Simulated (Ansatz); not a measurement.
# C8H16O: basis-set convergence

The task here is to estimate one member of a computed series from the others.

Computed with Ansatz 0.2.0, Gaussian basis. Level: one geometry, several basis sets.

Levels to be run: PBE0-D4/def2-SVP; ωB97M-V/def2-SVP; PBE0-D4/def2-QZVPP; ωB97M-V/def2-QZVPP; the functionals' def2-TZVPP values are taken from earlier runs.

**Structure used throughout**

An earlier PBE0-D4 in a triple-zeta def2 set relaxation fixed the geometry.

SMILES `CCCCCCCC=O`, 25 atoms, charge 0, spin multiplicity 1.

Atoms are counted from 1 here; the program's logs count them from 0.

Bond lengths: C1–C2 1.519 Å, C1–H10 1.092 Å, C1–H11 1.094 Å, C1–H12 1.094 Å, C2–C3 1.520 Å, C2–H13 1.096 Å, C2–H14 1.096 Å, C3–C4 1.520 Å, C3–H15 1.097 Å, C3–H16 1.097 Å, C4–C5 1.520 Å, C4–H17 1.098 Å, C4–H18 1.095 Å, C5–C6 1.523 Å, C5–H19 1.096 Å, C5–H20 1.097 Å, C6–C7 1.526 Å, C6–H21 1.093 Å and more. Angles: C2–C1–H10 111.6°, C2–C1–H11 111.1°, C2–C1–H12 111.1°, H10–C1–H11 107.7°, H10–C1–H12 107.7°, H11–C1–H12 107.5°, C1–C2–C3 113.0°, C1–C2–H13 109.7°, C1–C2–H14 109.7°, C3–C2–H13 109.2°, C3–C2–H14 109.1°, H13–C2–H14 106.0°, C2–C3–C4 113.4°, C2–C3–H15 109.3°, C2–C3–H16 109.4°, C4–C3–H15 109.2°, C4–C3–H16 109.4°, H15–C3–H16 105.9° and more.

Set-up of the first run:

Contents of in.yaml:

```yaml
crystal:
  periodic: [false, false, false]
  atoms:
    - {symbol: C, position_ang: [-1.882037, -2.882506, -1.831320]}
    - {symbol: C, position_ang: [-0.725834, -2.122689, -1.205211]}
    - {symbol: C, position_ang: [-1.074669, -0.682512, -0.868536]}
    - {symbol: C, position_ang: [0.075080, 0.085026, -0.237574]}
    - {symbol: C, position_ang: [-0.286745, 1.522975, 0.098143]}
    - {symbol: C, position_ang: [0.858057, 2.363116, 0.648967]}
    - {symbol: C, position_ang: [1.372937, 1.920574, 2.015991]}
    - {symbol: C, position_ang: [2.257956, 0.710195, 1.988180]}
    - {symbol: O, position_ang: [2.236802, -0.180650, 2.792483]}
    - {symbol: H, position_ang: [-1.606737, -3.913504, -2.064670]}
    - {symbol: H, position_ang: [-2.208911, -2.407369, -2.760732]}
    - {symbol: H, position_ang: [-2.743313, -2.913233, -1.157923]}
    - {symbol: H, position_ang: [0.134434, -2.134974, -1.884655]}
    - {symbol: H, position_ang: [-0.397269, -2.635300, -0.293952]}
    - {symbol: H, position_ang: [-1.935609, -0.668060, -0.188293]}
    - {symbol: H, position_ang: [-1.401881, -0.164963, -1.779341]}
    - {symbol: H, position_ang: [0.934048, 0.076233, -0.920980]}
    - {symbol: H, position_ang: [0.396712, -0.446656, 0.664575]}
    - {symbol: H, position_ang: [-0.670235, 2.009798, -0.805842]}
    - {symbol: H, position_ang: [-1.114750, 1.529506, 0.817707]}
    - {symbol: H, position_ang: [0.528419, 3.402853, 0.725795]}
    - {symbol: H, position_ang: [1.690480, 2.363971, -0.066400]}
    - {symbol: H, position_ang: [2.003079, 2.720396, 2.430151]}
    - {symbol: H, position_ang: [0.562015, 1.749457, 2.728725]}
    - {symbol: H, position_ang: [2.997987, 0.698327, 1.154685]}
basis:
  gaussian: {orbitals: def2-SVP}
hamiltonian: {xc: pbe0, dispersion: d4}
output: {orbitals: {seedname: orbitals}}
```

Command:

```console
> ansatz run in.yaml --threads 4 --pin off --events-out ev --progress --plain --max-ram 41984MiB --backend cpu
```

Steps of the session up to this table: PBE0-D4 in def2-SVP; ωB97M-V in def2-SVP; PBE0-D4 in def2-QZVPP; ωB97M-V in def2-QZVPP.

One of the session's tables, all rows but one given; the rest of the session is left out.

It belongs to the step «Density functionals: the series». 

```
functional       basis  HOMO (eV)
   PBE0-D4    def2-SVP      -7.16
   PBE0-D4  def2-TZVPP          ?
   PBE0-D4  def2-QZVPP      -7.32
   ωB97M-V    def2-SVP      -9.57
   ωB97M-V  def2-TZVPP      -9.71
   ωB97M-V  def2-QZVPP      -9.74
```

Estimate the missing values for PBE0-D4, def2-TZVPP.

**Answer.** HOMO (eV): -7.29. In the column «HOMO (eV)» it lies between PBE0-D4, def2-QZVPP (-7.32) and PBE0-D4, def2-SVP (-7.16).
